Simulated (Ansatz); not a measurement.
# CH4FNOSi: two torsions

Aim: map the energy of CH₄FNOSi, SMILES OC(F)=N[SiH3] over two coordinates, and find its wells, ridges and stiffness.

The runs use Ansatz 0.2.0; RKS B3LYP-D4/def2-SVP.

## Step 1: Starting geometry

9 atoms, charge 0, spin multiplicity 1.

Atoms are counted from 1 here; the program's logs count them from 0.

Bond lengths: O1–C2 1.337 Å, O1–H6 0.979 Å, C2–F3 1.348 Å, C2–N4 1.260 Å, N4–Si5 1.756 Å, Si5–H7 1.506 Å, Si5–H8 1.500 Å, Si5–H9 1.507 Å. Angles: C2–O1–H6 105.5°, O1–C2–F3 107.7°, O1–C2–N4 126.5°, F3–C2–N4 125.9°, C2–N4–Si5 128.1°, N4–Si5–H7 111.0°, N4–Si5–H8 107.7°, N4–Si5–H9 111.4°, H7–Si5–H8 108.8°, H7–Si5–H9 109.0°, H8–Si5–H9 108.8°.

Geometry (Å):

```
O    -1.69624    1.47236    1.04452
C    -0.61756    0.74877    0.72753
F     0.28683    0.90935    1.71371
N    -0.46630    0.04253   -0.30432
Si    0.92732   -0.92206   -0.76342
H    -2.32891    1.33290    0.31043
H     2.13763   -0.05303   -0.98447
H     0.59478   -1.62329   -2.04654
H     1.25086   -1.95392    0.28545
```

This geometry comes from a loose relaxation at PBE in a small basis, which is not shown.

## Step 3: Setting up the map

The axes are (1) dihedral O1–C2–N4–Si5: 18 values from −180 to 160 °, periodic; (2) dihedral H6–O1–C2–N4: 18 values from −180 to 160 °, periodic.

Nothing else is relaxed (all other coordinates rigid). Energies count from the relaxed molecule at the same level. Points are written as (first, second).

(The set-up runs are not shown.)

## Step 4: Point (0°, 160°)

The input, input.yaml:

```yaml
crystal:
  periodic: [false, false, false]
  atoms:
    - { symbol: O, position_ang: [-1.711081, 1.460301, 1.017937] }
    - { symbol: C, position_ang: [-0.719923, 0.601572, 0.795775] }
    - { symbol: F, position_ang: [-0.830183, 0.170045, -0.463581] }
    - { symbol: "N", position_ang: [0.15915, 0.255184, 1.610422] }
    - { symbol: Si, position_ang: [0.468913, 0.695513, 3.267697] }
    - { symbol: H, position_ang: [-2.016395, 1.762514, 0.148146] }
    - { symbol: H, position_ang: [1.83721, 1.278919, 3.342855] }
    - { symbol: H, position_ang: [0.427821, -0.545045, 4.090825] }
    - { symbol: H, position_ang: [-0.511274, 1.679014, 3.819053] }
basis:
  gaussian: { orbitals: def2-SVP }
hamiltonian:
  xc: { name: B3LYP }
  dispersion: d4
output:
  forces: true
```

Launch:

```console
ansatz run input.yaml --threads 1 --pin off --max-ram 2560MiB --backend cpu --events-out ev --progress --plain --runs-dir out
```

Further runs follow: the other points that were computed.

What does the calculation give? Wanted: lowest point; highest computed point; largest force on an atom.

**Answer**, as computed:

| quantity | value |
| --- | --- |
| lowest point | (−180°, 0°), 0.00 eV |
| highest computed point | (−100°, 100°), 1.05 eV above the lowest |
| largest force on an atom (eV/Å) | 0.00 at (−180°, 0°) to 1.76 at (80°, 120°); 0.00 at the lowest point |
| time for the whole task | 19 min on 1 thread, shared host |

In words: The lowest computed point is at (−180°, 0°), 0.00 eV from the relaxed molecule at the same level. Higher local minima lie near (−180°, −180°) (0.16 eV above the lowest at that grid point); (0°, −180°) (0.17 eV above the lowest at that grid point); (0°, 0°) (0.20 eV above the lowest at that grid point). The highest computed point, (−100°, 100°), lies 1.05 eV above the lowest. On the interpolated surface the easiest way out of the lowest well to the well at (−180°, −180°) passes a barrier of about 0.48 eV. Round the minimum the two coordinates are nearly uncoupled.
